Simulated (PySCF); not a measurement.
# Pb⁷⁰⁺, Pb⁷¹⁺: ionisation energies in even-tempered 16s10p4d4f, part 2 of 2

Each state of lead is computed at each level; their differences give the ionisation energy. How far do the methods differ?

PySCF 2.14.0; even-tempered 16s10p4d4f, the non-relativistic Hamiltonian (point nucleus). The scripts are equivalent inputs of a driver's runs. The steps go on from the part before.

### Step 3. Pb⁷¹⁺, method by method

UHF:

input.py reads:

```python
from pyscf import gto, scf, dft, mp, cc
mol = gto.M(atom="Pb 0 0 0", charge=71, spin=1, symmetry="D2h",
            basis=gto.etbs([(0, 16, 23, 2.5), (1, 10, 30, 2.5), (2, 4, 110, 2.7), (3, 4, 160, 2.7)]))
mf = scf.UHF(mol)
mf.irrep_nelec = {'Ag': (3, 2), 'B1u': (1, 1), 'B2u': (1, 1), 'B3u': (1, 1)}
mf.kernel()
```

Output:

```text
damping factor = 0
level_shift factor = 0
DIIS = <class 'pyscf.scf.diis.CDIIS'>
diis_start_cycle = 1
diis_space = 10
diis_damp = 0
SCF conv_tol = 1e-09
SCF conv_tol_grad = None
number electrons alpha = 6  beta = 5
cycle= 1 E= -13049.2541919904  delta_E= -5.28e-11  |g|= 2.04e-06  |ddm|= 4.73e-06
converged SCF energy = -13049.2541919904  <S^2> = 0.75000056  2S+1 = 2.0000006
```

It used 0.72 s of CPU time after the integrals (shared host).

Orbital energies by shell (radii are means over both spins):

| shell | electrons | mean orbital energy (eV) | spread (eV) | rms radius (bohr) |
| --- | --- | --- | --- | --- |
| 1s α | 1 | -86050.7 | 0 | 0.0213 |
| 1s β | 1 | -86039.4 | 0 | 0.0213 |
| 2s α | 1 | -19610.3 | 0 | 0.0824 |
| 2s β | 1 | -19595.2 | 0 | 0.0824 |
| 2p α | 3 | -19168.7 | 0 | 0.0707 |
| 2p β | 3 | -19162.3 | 0 | 0.0707 |
| 3s α | 1 | -8300.1 | 0 | 0.191 |

⟨S²⟩ = 0.750, ⟨L²⟩ = 0.00.

A non-relativistic calculation at this Z misses sizeable relativistic shifts. The p, d and f levels are scalar averages; spin-orbit coupling splits them strongly at this Z.

LDA:

input.py differs from the last one in:

```diff
@@ -3,3 +3,3 @@
             basis=gto.etbs([(0, 16, 23, 2.5), (1, 10, 30, 2.5), (2, 4, 110, 2.7), (3, 4, 160, 2.7)]))
-mf = scf.UHF(mol)
+mf = dft.UKS(mol, xc="LDA,VWN")
 mf.irrep_nelec = {'Ag': (3, 2), 'B1u': (1, 1), 'B2u': (1, 1), 'B3u': (1, 1)}
```

Output:

```text
damping factor = 0
level_shift factor = 0
DIIS = <class 'pyscf.scf.diis.CDIIS'>
diis_start_cycle = 1
diis_space = 10
diis_damp = 0
SCF conv_tol = 1e-09
SCF conv_tol_grad = None
number electrons alpha = 6  beta = 5
XC functionals = LDA,VWN
    P. A. M. Dirac.,  Math. Proc. Cambridge Philos. Soc. 26, 376 (1930)
    F. Bloch.,  Z. Phys. 57, 545 (1929)
    S. H. Vosko, L. Wilk, and M. Nusair.,  Can. J. Phys. 58, 1200 (1980)
cycle= 1 E= -13039.6959883771  delta_E= -0.0104  |g|= 0.0459  |ddm|= 0.0109
cycle= 2 E= -13039.695990607  delta_E= -2.23e-06  |g|= 0.00199  |ddm|= 0.000352
cycle= 3 E= -13039.6959906121  delta_E= -5.09e-09  |g|= 1.39e-05  |ddm|= 1.15e-05
cycle= 4 E= -13039.6959906121  delta_E= -1.09e-11  |g|= 1.49e-08  |ddm|= 8.12e-08
converged SCF energy = -13039.6959906121  <S^2> = 0.75000049  2S+1 = 2.0000005
```

CPU time 0.33 s on a shared host, the integrals not counted.

PBE:

input.py reads:

```python
from pyscf import gto, scf, dft, mp, cc
mol = gto.M(atom="Pb 0 0 0", charge=71, spin=1, symmetry="D2h",
            basis=gto.etbs([(0, 16, 23, 2.5), (1, 10, 30, 2.5), (2, 4, 110, 2.7), (3, 4, 160, 2.7)]))
mf = dft.UKS(mol, xc="PBE")
mf.irrep_nelec = {'Ag': (3, 2), 'B1u': (1, 1), 'B2u': (1, 1), 'B3u': (1, 1)}
mf.kernel()
```

Output:

```text
damping factor = 0
level_shift factor = 0
DIIS = <class 'pyscf.scf.diis.CDIIS'>
diis_start_cycle = 1
diis_space = 10
diis_damp = 0
SCF conv_tol = 1e-09
SCF conv_tol_grad = None
number electrons alpha = 6  beta = 5
XC functionals = PBE
    J. P. Perdew, K. Burke, and M. Ernzerhof.,  Phys. Rev. Lett. 77, 3865 (1996)
    J. P. Perdew, K. Burke, and M. Ernzerhof.,  Phys. Rev. Lett. 78, 1396 (1997)
    J. P. Perdew, K. Burke, and M. Ernzerhof.,  Phys. Rev. Lett. 77, 3865 (1996)
    J. P. Perdew, K. Burke, and M. Ernzerhof.,  Phys. Rev. Lett. 78, 1396 (1997)
cycle= 1 E= -13048.5507004374  delta_E= -0.00595  |g|= 0.0107  |ddm|= 0.0109
cycle= 2 E= -13048.5507006052  delta_E= -1.68e-07  |g|= 0.000494  |ddm|= 0.000136
cycle= 3 E= -13048.5507006055  delta_E= -3.29e-10  |g|= 5.48e-06  |ddm|= 3.26e-06
converged SCF energy = -13048.5507006055  <S^2> = 0.75000023  2S+1 = 2.0000002
```

CPU time 0.34 s on a shared host, the integrals not counted.

PBE0:

input.py differs from the last one in:

```diff
@@ -3,3 +3,3 @@
             basis=gto.etbs([(0, 16, 23, 2.5), (1, 10, 30, 2.5), (2, 4, 110, 2.7), (3, 4, 160, 2.7)]))
-mf = dft.UKS(mol, xc="PBE")
+mf = dft.UKS(mol, xc="PBE0")
 mf.irrep_nelec = {'Ag': (3, 2), 'B1u': (1, 1), 'B2u': (1, 1), 'B3u': (1, 1)}
```

Output:

```text
damping factor = 0
level_shift factor = 0
DIIS = <class 'pyscf.scf.diis.CDIIS'>
diis_start_cycle = 1
diis_space = 10
diis_damp = 0
SCF conv_tol = 1e-09
SCF conv_tol_grad = None
number electrons alpha = 6  beta = 5
XC functionals = PBE0
    C. Adamo and V. Barone.,  J. Chem. Phys. 110, 6158 (1999)
    M. Ernzerhof and G. E. Scuseria.,  J. Chem. Phys. 110, 5029 (1999)
cycle= 1 E= -13048.8422352629  delta_E= -0.00331  |g|= 0.00889  |ddm|= 0.00817
cycle= 2 E= -13048.8422353617  delta_E= -9.88e-08  |g|= 0.000268  |ddm|= 0.000139
cycle= 3 E= -13048.8422353617  delta_E= -7.64e-11  |g|= 6.68e-06  |ddm|= 1.11e-06
converged SCF energy = -13048.8422353617  <S^2> = 0.75000017  2S+1 = 2.0000002
```

CPU time 0.69 s on a shared host, the integrals not counted.

r2SCAN:

input.py differs from the last one in:

```diff
@@ -3,3 +3,3 @@
             basis=gto.etbs([(0, 16, 23, 2.5), (1, 10, 30, 2.5), (2, 4, 110, 2.7), (3, 4, 160, 2.7)]))
-mf = dft.UKS(mol, xc="PBE0")
+mf = dft.UKS(mol, xc="R2SCAN")
 mf.irrep_nelec = {'Ag': (3, 2), 'B1u': (1, 1), 'B2u': (1, 1), 'B3u': (1, 1)}
```

Output:

```text
damping factor = 0
level_shift factor = 0
DIIS = <class 'pyscf.scf.diis.CDIIS'>
diis_start_cycle = 1
diis_space = 10
diis_damp = 0
SCF conv_tol = 1e-09
SCF conv_tol_grad = None
number electrons alpha = 6  beta = 5
XC functionals = R2SCAN
    J. W. Furness, A. D. Kaplan, J. Ning, J. P. Perdew, and J. Sun.,  J. Phys. Chem. Lett. 11, 8208-8215 (2020)
    J. W. Furness, A. D. Kaplan, J. Ning, J. P. Perdew, and J. Sun.,  J. Phys. Chem. Lett. 11, 9248-9248 (2020)
    J. W. Furness, A. D. Kaplan, J. Ning, J. P. Perdew, and J. Sun.,  J. Phys. Chem. Lett. 11, 8208-8215 (2020)
    J. W. Furness, A. D. Kaplan, J. Ning, J. P. Perdew, and J. Sun.,  J. Phys. Chem. Lett. 11, 9248-9248 (2020)
cycle= 1 E= -13049.5487081605  delta_E= -0.00294  |g|= 0.00804  |ddm|= 0.00752
cycle= 2 E= -13049.5487081773  delta_E= -1.68e-08  |g|= 6.08e-05  |ddm|= 2.09e-05
cycle= 3 E= -13049.5487081773  delta_E= -2.36e-11  |g|= 2.57e-06  |ddm|= 3.21e-07
converged SCF energy = -13049.5487081773  <S^2> = 0.75000079  2S+1 = 2.0000008
```

It used 0.87 s of CPU time after the integrals (shared host).

revPBE:

input.py reads:

```python
from pyscf import gto, scf, dft, mp, cc
mol = gto.M(atom="Pb 0 0 0", charge=71, spin=1, symmetry="D2h",
            basis=gto.etbs([(0, 16, 23, 2.5), (1, 10, 30, 2.5), (2, 4, 110, 2.7), (3, 4, 160, 2.7)]))
mf = dft.UKS(mol, xc="PBE_R,PBE")
mf.irrep_nelec = {'Ag': (3, 2), 'B1u': (1, 1), 'B2u': (1, 1), 'B3u': (1, 1)}
mf.kernel()
```

Output:

```text
damping factor = 0
level_shift factor = 0
DIIS = <class 'pyscf.scf.diis.CDIIS'>
diis_start_cycle = 1
diis_space = 10
diis_damp = 0
SCF conv_tol = 1e-09
SCF conv_tol_grad = None
number electrons alpha = 6  beta = 5
XC functionals = PBE_R,PBE
    Y. Zhang and W. Yang.,  Phys. Rev. Lett. 80, 890 (1998)
    J. P. Perdew, K. Burke, and M. Ernzerhof.,  Phys. Rev. Lett. 77, 3865 (1996)
    J. P. Perdew, K. Burke, and M. Ernzerhof.,  Phys. Rev. Lett. 78, 1396 (1997)
cycle= 1 E= -13049.1731044322  delta_E= -0.00529  |g|= 0.00906  |ddm|= 0.0102
cycle= 2 E= -13049.1731045485  delta_E= -1.16e-07  |g|= 0.000388  |ddm|= 0.00014
cycle= 3 E= -13049.1731045487  delta_E= -2.18e-10  |g|= 6.74e-06  |ddm|= 2.49e-06
converged SCF energy = -13049.1731045487  <S^2> = 0.75000021  2S+1 = 2.0000002
```

CPU time 0.34 s on a shared host, the integrals not counted.

TPSS:

input.py reads:

```python
from pyscf import gto, scf, dft, mp, cc
mol = gto.M(atom="Pb 0 0 0", charge=71, spin=1, symmetry="D2h",
            basis=gto.etbs([(0, 16, 23, 2.5), (1, 10, 30, 2.5), (2, 4, 110, 2.7), (3, 4, 160, 2.7)]))
mf = dft.UKS(mol, xc="TPSS")
mf.irrep_nelec = {'Ag': (3, 2), 'B1u': (1, 1), 'B2u': (1, 1), 'B3u': (1, 1)}
mf.kernel()
```

Output:

```text
damping factor = 0
level_shift factor = 0
DIIS = <class 'pyscf.scf.diis.CDIIS'>
diis_start_cycle = 1
diis_space = 10
diis_damp = 0
SCF conv_tol = 1e-09
SCF conv_tol_grad = None
number electrons alpha = 6  beta = 5
XC functionals = TPSS
    J. Tao, J. P. Perdew, V. N. Staroverov, and G. E. Scuseria.,  Phys. Rev. Lett. 91, 146401 (2003)
    J. P. Perdew, J. Tao, V. N. Staroverov, and G. E. Scuseria.,  J. Chem. Phys. 120, 6898 (2004)
    J. Tao, J. P. Perdew, V. N. Staroverov, and G. E. Scuseria.,  Phys. Rev. Lett. 91, 146401 (2003)
    J. P. Perdew, J. Tao, V. N. Staroverov, and G. E. Scuseria.,  J. Chem. Phys. 120, 6898 (2004)
cycle= 1 E= -13049.5748739372  delta_E= -0.0033  |g|= 0.0131  |ddm|= 0.00838
cycle= 2 E= -13049.5748741779  delta_E= -2.41e-07  |g|= 0.000563  |ddm|= 0.000197
cycle= 3 E= -13049.5748741783  delta_E= -4.38e-10  |g|= 8.28e-06  |ddm|= 3e-06
converged SCF energy = -13049.5748741783  <S^2> = 0.75000028  2S+1 = 2.0000003
```

CPU time 0.89 s on a shared host, the integrals not counted.

MP2 (outer shells):

input.py reads:

```python
from pyscf import gto, scf, dft, mp, cc
mol = gto.M(atom="Pb 0 0 0", charge=71, spin=1, symmetry="D2h",
            basis=gto.etbs([(0, 16, 23, 2.5), (1, 10, 30, 2.5), (2, 4, 110, 2.7), (3, 4, 160, 2.7)]))
mf = scf.UHF(mol)
mf.irrep_nelec = {'Ag': (3, 2), 'B1u': (1, 1), 'B2u': (1, 1), 'B3u': (1, 1)}
mf.kernel()
mp.UMP2(mf, frozen=1).kernel()
```

This step left no log, only its results.

CPU time 0.51 s on a shared host, the integrals not counted.

With 9 electrons correlated, the MP2 correlation energy is -0.32043 hartree (-0.08737 same spin, -0.23306 opposite spin); the SCS form gives -0.30879. Largest pairs of shells: 2p-2p -0.2128, 2s-2p -0.0629, 2p-3s -0.0283, 2s-2s -0.0112, 2s-3s -0.0052.

Radial density 4πr²ρ of Pb⁷¹⁺ at UHF:

| r (bohr) | density | spin density |
| --- | --- | --- |
| 0.000277 | 0.361 | 0.005 |
| 0.000466 | 0.989 | 0.014 |
| 0.000783 | 2.66 | 0.037 |
| 0.00132 | 6.89 | 0.096 |
| 0.00222 | 16.8 | 0.233 |
| 0.00373 | 37.2 | 0.505 |
| 0.00627 | 69.4 | 0.887 |
| 0.0105 | 99.0 | 1.008 |
| 0.0177 | 97.0 | 0.318 |
| 0.0298 | 87.9 | 0.368 |
| 0.0502 | 119 | 2.774 |
| 0.0844 | 74.6 | 0.154 |
| 0.142 | 13.9 | 6.153 |
| 0.239 | 3.53 | 3.486 |
| 0.402 | 0.0635 | 0.063 |

### Step 4. How the shells move

Highest occupied Hartree-Fock shell of each state: Pb⁷⁰⁺ 3s at -8164.1 eV; Pb⁷¹⁺ 3s α at -8300.1 eV.

### Step 5. Differences of total energies

Ionisation energy: Pb⁷⁰⁺ [Ne] 3s2 (1S) → Pb⁷¹⁺ [Ne] 3s1 (2S).

| method | value (eV) | less the reference (eV) | CPU time, both states (s) |
| --- | --- | --- | --- |
| UHF | 8163.9 | -836.1 | 2.8 |
| LDA | 8169.1 | -830.9 | 0.66 |
| PBE | 8173.4 | -826.6 | 0.68 |
| PBE0 | 8171.3 | -828.7 | 1.4 |
| r2SCAN | 8162.7 | -837.3 | 1.8 |
| revPBE | 8172.1 | -827.9 | 0.68 |
| TPSS | 8170.1 | -829.9 | 1.8 |
| MP2 (outer shells) | 8169.8 | -830.2 | 3.8 |
| SCS-MP2 (outer shells) | 8170.8 | -829.2 | 3.8 |

Reference: 9000 ± 60 eV (theoretical estimate listed by NIST; NIST Atomic Spectra Database, ionization energies). The calculation is non-relativistic, so it cannot be held against the reference.

Ionisation energy: Pb⁷¹⁺ [Ne] 3s1 (2S) → Pb⁷²⁺ [Ne] (1S).

| method | value (eV) | less the reference (eV) |
| --- | --- | --- |
| UHF | 8300.0 | -850.0 |
| LDA | 8303.6 | -846.4 |
| PBE | 8308.8 | -841.2 |
| PBE0 | 8306.8 | -843.2 |
| r2SCAN | 8298.1 | -851.9 |
| revPBE | 8307.6 | -842.4 |
| TPSS | 8305.4 | -844.6 |
| MP2 (outer shells) | 8300.7 | -849.3 |
| SCS-MP2 (outer shells) | 8300.6 | -849.4 |

Reference: 9150 ± 60 eV (theoretical estimate listed by NIST; NIST Atomic Spectra Database, ionization energies). The calculation is non-relativistic, so it cannot be held against the reference.

The differences also use runs on Pb⁷²⁺ [Ne] (1S), which are not shown here. Times are CPU seconds on a shared host without the integrals; correlated rows include their Hartree-Fock run, whose time holds the symmetry-adapted start and any spin-orbit constants, while functionals begin from orbitals already made.

### Step 6. Summary of results

This closing draws on all 2 parts.

```
                quantity                                                          value
ionisation energy, Pb⁷⁰⁺  UHF 8163.9, MP2 (outer shells) 8169.8 eV; reference 9000 ± 60
ionisation energy, Pb⁷¹⁺  UHF 8300.0, MP2 (outer shells) 8300.7 eV; reference 9150 ± 60
```

For the first difference the methods span 10.638 eV, from r2SCAN (8162.7) to PBE (8173.4). The reference is uncertain or not like for like (spin-orbit coupling or other relativistic terms), so no ranking of close methods is drawn. The basis is finite, and no extrapolation was made.
